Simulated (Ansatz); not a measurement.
**C2H6FMoNO2: vertical ionisation energy**

One table from this session's results is given with a row withheld; the runs are named, their logs left out.

The runs use Ansatz 0.2.0, Gaussian basis; unrestricted cation, the program's frozen cores in correlated methods.

Levels to be run: UKS PBE-D4/def2-TZVPP; UKS r2SCAN-D4/def2-TZVPP; UKS PBE0-D4/def2-TZVPP; UKS B3LYP-D4/def2-TZVPP; UKS wB97X-V/def2-TZVPP; UKS wB97M-V/def2-TZVPP; UKS B2PLYP/def2-TZVPP; UHF-CCSD(T)/def2-TZVPP; UHF-MP2/def2-QZVPP; extrapolation to the limit; then −ε(HOMO) from the neutral's earlier runs with LDA (SPW92), PBE-D4, revPBE-D4, BLYP-D4, r2SCAN-D4, B97M-V, PBE0-D4, B3LYP-D4, r2SCANh-D4, r2SCAN0-D4, HSE06-D4, BHLYP-D4, CAM-B3LYP-D4, LC-ωPBE, ωB97X-V, ωB97M-V.

### The relaxed structure

The geometry comes from an earlier relaxation with PBE0-D4 in a triple-zeta def2 set; it is a stationary point, not always the lowest conformer. Mo takes the def2 core potential; no spin-orbit term is included.

13 atoms, charge 0, spin multiplicity 1.

Atoms are counted from 1 here; the program's logs count them from 0.

Bond lengths: C1–N2 1.449 Å, C1–H8 1.096 Å, C1–H9 1.090 Å, C1–H10 1.096 Å, N2–C3 1.449 Å, N2–Mo4 1.905 Å, C3–H11 1.096 Å, C3–H12 1.096 Å, C3–H13 1.090 Å, Mo4–O5 1.681 Å, Mo4–O6 1.680 Å, Mo4–F7 1.861 Å. Angles: N2–C1–H8 110.3°, N2–C1–H9 110.9°, N2–C1–H10 110.3°, H8–C1–H9 108.5°, H8–C1–H10 108.3°, H9–C1–H10 108.5°, C1–N2–C3 113.7°, C1–N2–Mo4 123.2°, C3–N2–Mo4 122.9°, N2–C3–H11 110.2°, N2–C3–H12 110.3°, N2–C3–H13 110.9°, H11–C3–H12 108.3°, H11–C3–H13 108.5°, H12–C3–H13 108.5°, N2–Mo4–O5 107.8°, N2–Mo4–O6 107.7°, N2–Mo4–F7 108.6° and more.

The first run:

in.yaml

```yaml
crystal:
  periodic: [false, false, false]
  atoms:
    - {symbol: C, position_ang: [-0.692238, -0.435226, 1.284950]}
    - {symbol: N, position_ang: [0.006391, -0.118479, 0.055790]}
    - {symbol: C, position_ang: [1.062223, -1.054818, -0.272904]}
    - {symbol: Mo, position_ang: [-0.336668, 1.453988, -0.962992]}
    - {symbol: O, position_ang: [1.107653, 1.924723, -1.681895]}
    - {symbol: O, position_ang: [-0.917470, 2.629075, 0.088556]}
    - {symbol: F, position_ang: [-1.608466, 1.053872, -2.261837]}
    - {symbol: H, position_ang: [-1.206781, -1.398204, 1.191606]}
    - {symbol: H, position_ang: [-1.430492, 0.330664, 1.520798]}
    - {symbol: H, position_ang: [0.017144, -0.503901, 2.117993]}
    - {symbol: H, position_ang: [0.643423, -2.051965, -0.449216]}
    - {symbol: H, position_ang: [1.779546, -1.124076, 0.553242]}
    - {symbol: H, position_ang: [1.596035, -0.740253, -1.169293]}
basis:
  gaussian: {orbitals: def2-TZVPP}
total_charge: 1
magnetization: {spin_polarized: true, initial_magnetization: 1}
hamiltonian: {xc: pbe, dispersion: d4}
```

On the command line:

```
$ ansatz run in.yaml --threads 2 --pin off --events-out ev --progress --plain --max-ram 32768MiB --backend cuda --devices 0, --max-vram 18GiB
```

Among the steps run: Cation, UKS PBE-D4/def2-TZVPP; Cation, UKS r2SCAN-D4/def2-TZVPP; Cation, UKS PBE0-D4/def2-TZVPP; Cation, UKS B3LYP-D4/def2-TZVPP; Cation, UKS wB97X-V/def2-TZVPP; Cation, UKS wB97M-V/def2-TZVPP; Cation, UKS B2PLYP (frozen core)/def2-TZVPP; Cation, UHF-CCSD(T)/def2-TZVPP; Cation, UHF-MP2/def2-QZVPP.

One table of the session follows, with a row left open; its other results are not shown here.

Orbital estimates, from the neutral's runs:

```
  functional  −ε(HOMO) (eV)
 LDA (SPW92)           6.72
      PBE-D4           6.52
   revPBE-D4           6.45
     BLYP-D4           6.43
   r2SCAN-D4           6.79
      B97M-V           6.88
     PBE0-D4              ?
    B3LYP-D4           7.64
  r2SCANh-D4           7.28
  r2SCAN0-D4           8.02
    HSE06-D4           7.43
    BHLYP-D4           9.09
CAM-B3LYP-D4           9.19
     LC-ωPBE          10.44
     ωB97X-V          10.12
     ωB97M-V          10.04
```

Q: Estimate the row for PBE0-D4 from the others.

The run gave: −ε(HOMO) (eV): 7.83. In the column «−ε(HOMO) (eV)» it lies between B3LYP-D4 (7.64) and r2SCAN0-D4 (8.02).
